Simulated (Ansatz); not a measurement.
Predict the output of the script below (Ansatz 0.2.0, Python API).

Contents of `POSCAR`:
```text
TaTi
1.0
   1.63287567   -2.29749265    0.00000000
   1.63287567    2.29749265    0.00000000
   0.00000000    0.00000000    4.68412869
Ti Ta
1 1
Direct
   0.50000000    0.50000000    0.50000000
   0.00000000    0.00000000    0.00000000
```

`field.py`:
```python
import ansatz as az
from ase.build import surface
from ase.io import read
import numpy as np
import pandas as pd

SMEARING = "methfessel_paxton"
SIGMA = 0.1
FUNCTIONAL = "lda"
KMESH = (6, 4, 1)

atoms = read("POSCAR", format="vasp")
rows = []
for value in [0.0, 0.1, 0.2, 0.3]:
    slab = surface(atoms, (1, 0, 0), 2, vacuum=6.0)
    slab.pbc = True
    job = (
        az.Crystal.from_ase(slab).calculation()
        .occupations(SMEARING, width=SIGMA)
        .functional(FUNCTIONAL)
        .kpoints(*KMESH)
        .electric_field(axis=3, dipole_correction=True, amplitude=value)
    )
    data = job.run().report
    face = data["work_function"]
    rows.append((value, len(slab), data["free_energy_ev"], face["dipole_moment_e_ang"], face.get("phi_plus_ev"), face.get("phi_minus_ev")))

print(pd.DataFrame(rows, columns=["field (V/A)", "atoms", "F (eV)", "dipole (e A)", "phi upper (eV)", "phi lower (eV)"]).round(4).to_string(index=False))
print(f"induced dipole per field: {np.polyfit([row[0] for row in rows], [row[3] for row in rows], 1)[0]:.3f} e A^2/V")
```

```console
$ python field.py
DeckWarning: basis.ecutwfc = 420 eV, auto-derived from the records' recommended cutoffs: set by Ti (normal level)
RunWarning: efield: at this solve's end the planar-averaged density reaches 6.58e-5 e/Å³ inside the ramp window [0.8875, 0.1125] (bound 1e-5 e/Å³); the window's nearer edge stands 4.20 Å from this [...]
 field (V/A)  atoms      F (eV)  dipole (e A)  phi upper (eV)  phi lower (eV)
         0.0      4 -24260.7438        0.0389          3.4768          4.0101
         0.1      4 -24260.7506        0.0957             NaN             NaN
         0.2      4 -24260.7630        0.1526             NaN             NaN
         0.3      4 -24260.7811        0.2094             NaN             NaN
induced dipole per field: 0.568 e A^2/V
```
(Warnings from the package without file and line, shortened, repeats left out.)

What to keep in mind:
- Total energies depend on the potentials; only differences at equal settings carry meaning. A total without «per atom» is that of the cell as typed.
- The density doesn't vanish in the vacuum (a short gap or a low cutoff), which blurs the vacuum level.
- For a metal this k-point mesh is coarse: on a finer one energies can move by several to tens of meV an atom and pressures by half a GPa or more, differences at one mesh by less.
- Spin-orbit coupling, which matters for elements this heavy, is left out.
- The structure comes from a database of computed cells and needn't be a stable or known phase.
- The slabs are thin, unrelaxed cuts of the structure as given, on a modest mesh, so the surface energy isn't converged; Miller indices refer to the cell as typed, and unlike faces give only a mean.
- Hardware and time: 27 s on 1 thread of Arm Neoverse V2, with other jobs on the host, peak memory 0.54 GiB.

(Lines on the test bed's own set-up are left out of the output.)
